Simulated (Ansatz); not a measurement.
# InNH3 (SMILES [NH2][InH]) at UBCCD(T)/def2-SVP (core potential)

What is the vertical doublet–quartet gap of InNH3 at UBCCD(T)/def2-SVP (core potential)? 

The calculation is run with Ansatz 0.2.0.

41 further runs of the same task are left out: 41 set aside as unsound or not needed.

## 1. The structure to begin with

InNH3 has 5 atoms, charge 0, and is taken as a doublet. SMILES: `[NH2][InH]`. The shape is that of a PBE0-D4/def2-TZVP optimisation. This is one conformer, not always the lowest.

Bond lengths: N1–In2 2.036 Å, N1–H3 1.011 Å, N1–H4 1.009 Å, In2–H5 1.761 Å. Angles: N1–In2–H5 116.4°, In2–N1–H3 120.0°, In2–N1–H4 120.8°, H3–N1–H4 109.8°.

## 2. The energy at UBCCD(T)/def2-SVP (core potential)

input.yaml reads:

```yaml
crystal:
  periodic: [false, false, false]
  atoms:
    - {symbol: "N", position_ang: [-0.299400, -0.736500, 0.264700]}
    - {symbol: In, position_ang: [0.846600, 0.946400, 0.296000]}
    - {symbol: H, position_ang: [-0.846800, -0.960800, -0.554700]}
    - {symbol: H, position_ang: [0.017600, -1.585600, 0.707600]}
    - {symbol: H, position_ang: [0.331900, 2.262600, -0.755100]}
basis:
  gaussian:
    orbitals: def2-SVP
scf:
  omitted_lower_state_checks: [cluster_reference, increment]
correlation:
  method: bccd_t
  frozen_orbitals: {H: 0, In: 4, "N": 1}
accuracy: high
magnetization:
  spin_polarized: true
  initial_magnetization: 1
```

On the command line:

```
$ ansatz run input.yaml --threads 1 --pin off --max-ram 3480MiB --events-out events.jsonl --progress --plain --runs-dir runs
```

The program printed, shortened:

```text
Warning: RAYON_NUM_THREADS=1 ignored (pool sized by the plan → 1); use --threads N
Functional definition: HF
  name "HF"
[...]
1332 factors; integrals over basis functions are off by at most 2.7e-9 eV
[...]
mean field -6675.62366745 eV, -245.3246448785 hartree, gradient 7.7e-8 eV, S^2 0.759423; 1 other end points of the search recorded, 0 dependent functions left out
5 core orbitals not correlated: weight in the atoms' cores, before any rotation towards them, 1.000 or more for the frozen orbitals, at most 0.000 for the correlated occupied ones
reference -6675.62366745 eV, -245.3246448785 hartree; 11, 10 occupied and 39, 40 virtual orbitals, 1332 factors
second order -6.86079555 eV of doubles, -0.00000000 eV of singles
cycle   1  -7.16804837 eV  change   -3.1e-1 eV  update   8.4e-2
[...]
cycle  27  -7.45060764 eV  change  -4.1e-10 eV  update   2.1e-9
perturbative correction -0.25284038 eV, -0.0092917126 hartree
Total energy: -6683.32711547 eV, -245.6077413717 hartree
Checks for a lower state left out: cluster_reference, increment
```

It took 16 s on 1 thread of Arm Neoverse V1, shared host; peak memory 0.43 GiB.

## 3. The quartet, same level

run.yaml reads:

```yaml
crystal:
  periodic: [false, false, false]
  atoms:
    - symbol: N
      position_ang: [-0.299400, -0.736500, 0.264700]
    - symbol: In
      position_ang: [0.846600, 0.946400, 0.296000]
    - symbol: H
      position_ang: [-0.846800, -0.960800, -0.554700]
    - symbol: H
      position_ang: [0.017600, -1.585600, 0.707600]
    - symbol: H
      position_ang: [0.331900, 2.262600, -0.755100]
basis:
  gaussian: {orbitals: def2-SVP}
magnetization: {spin_polarized: true, initial_magnetization: 3}
correlation: {method: bccd_t, frozen_orbitals: {H: 0, In: 4, "N": 1}}
accuracy: high
scf: {omitted_lower_state_checks: [cluster_reference, increment]}
```

On the command line:

```
$ ansatz run run.yaml --threads 1 --pin off --max-ram 3480MiB --events-out events.jsonl --progress --plain --runs-dir runs
```

The program printed, shortened:

```text
Warning: RAYON_NUM_THREADS=1 ignored (pool sized by the plan → 1); use --threads N
Functional definition: HF
  name "HF"
[...]
1331 factors; integrals over basis functions are off by at most 2.7e-9 eV
[...]
mean field -6672.80350431 eV, -245.2210057949 hartree, gradient 2.2e-8 eV, S^2 3.763092; 0 other end points of the search recorded, 0 dependent functions left out
5 core orbitals not correlated: weight in the atoms' cores, before any rotation towards them, 1.000 or more for the frozen orbitals, at most 0.000 for the correlated occupied ones
reference -6672.80350431 eV, -245.2210057949 hartree; 12, 9 occupied and 38, 41 virtual orbitals, 1331 factors
second order -5.66743526 eV of doubles, -0.00000000 eV of singles
cycle   1  -6.24003460 eV  change   -5.7e-1 eV  update   6.3e-2
[...]
cycle  30  -6.50064503 eV  change   6.8e-10 eV  update   2.1e-9
perturbative correction -0.16916723 eV, -0.0062167811 hartree
Total energy: -6679.47331657 eV, -245.4661168745 hartree
Checks for a lower state left out: cluster_reference, increment
```

Wall time 18 s (1 thread of Arm Neoverse V1, shared host); peak memory 0.43 GiB.

## 4. Summary of results

Level: UBCCD(T)/def2-SVP (core potential), 5 core orbitals frozen.

```
                                            quantity          value
                               doublet: total energy  -245.60774 Eh
doublet: correlation energy (5 core orbitals frozen)     -283.1 mEh
                             doublet: (T) correction      -9.29 mEh
          doublet: ⟨S²⟩ of the reference determinant          0.759
                               quartet: total energy  -245.46612 Eh
quartet: correlation energy (5 core orbitals frozen)     -245.1 mEh
                             quartet: (T) correction      -6.22 mEh
          quartet: ⟨S²⟩ of the reference determinant          3.763
    vertical energy of the quartet above the doublet       3.854 eV
```

**Reading.** At this shape the quartet lies 3.85 eV (89 kcal/mol) above the doublet. The triples (doublet) make up 3.3 % of the correlation energy. The triples (quartet) make up 2.5 % of the correlation energy.
